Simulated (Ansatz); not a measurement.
NiMoIrPdW:

```
CELL_PARAMETERS angstrom
2.76609 0.00000 0.00000
-1.38305 2.39551 0.00000
0.00000 0.00000 11.02278
ATOMIC_POSITIONS crystal
Ni 0.33333 0.66667 0.59711
Mo 0.00000 0.00000 0.41074
Pd 0.66667 0.33333 0.79520
Ir 0.66667 0.33333 0.19961
W 0.33333 0.66667 0.99734
```

The cell was built by a generator and needn't be a form met in nature.

| Quantity | Value |
| --- | --- |
| Program | Ansatz 0.2.0 |
| Task | relaxation of cell and atoms |
| Functional | r2SCAN |
| Dispersion | D4 |
| Potentials or basis | Ansatz PAW |
| Cutoff | 500 eV (not typed: the program's choice for these potentials) |
| k mesh | 8 × 8 × 2 |
| Occupations | fermi-dirac, width 0.05 eV |
| Spin | collinear spin, ferromagnetic start |
| Starting moments | [1.0, 1.0, 0.0, 0.6, 0.0] μB |

At the start: volume 14.61 Å³/atom.

Question: How do energy, volume and symmetry change on relaxing?

Answer: It ends after 5 steps and the volume is 14.23 Å³/atom (-2.6 %); space group P3m1 (No. 156, to 0.05 Å); moment 0.46 μB per cell.

The path:
| step | energy change (eV) | largest force (eV/Å) | volume (Å³) |
| --- | --- | --- | --- |
| 1 | 0.0000 | 0.0607 | 73.04 |
| 2 | -0.0409 | 0.0469 | 71.32 |
| 3 | -0.0417 | 0.0188 | 71.13 |
| 4 | -0.0417 | 0.0046 | 71.13 |
| 5 | -0.0400 | 0.0046 | 71.13 |

Final structure:
```yaml
crystal:
  lattice:
    - [2.74042, 0.00000, 0.00000]
    - [-1.37021, 2.37327, 0.00000]
    - [0.00000, 0.00000, 10.93690]
  atoms:
    - { symbol: Ni, position: [0.33333, 0.66667, 0.59754] }
    - { symbol: Mo, position: [0.00000, 0.00000, 0.41131] }
    - { symbol: Pd, position: [0.66667, 0.33333, 0.79397] }
    - { symbol: Ir, position: [0.66667, 0.33333, 0.20026] }
    - { symbol: W, position: [0.33333, 0.66667, 0.99692] }
```

Caveat: the magnetic or orbital state may not be the lowest; the plane-wave basis is chosen anew once the cell has moved, so the energies of steps on either side of that aren't comparable; pairwise dispersion overbinds metals, which lowers pressure and volume; the PAW data sets come from PBE, with cores solved anew for the run's functional, which leaves a small shift of forces and pressure.
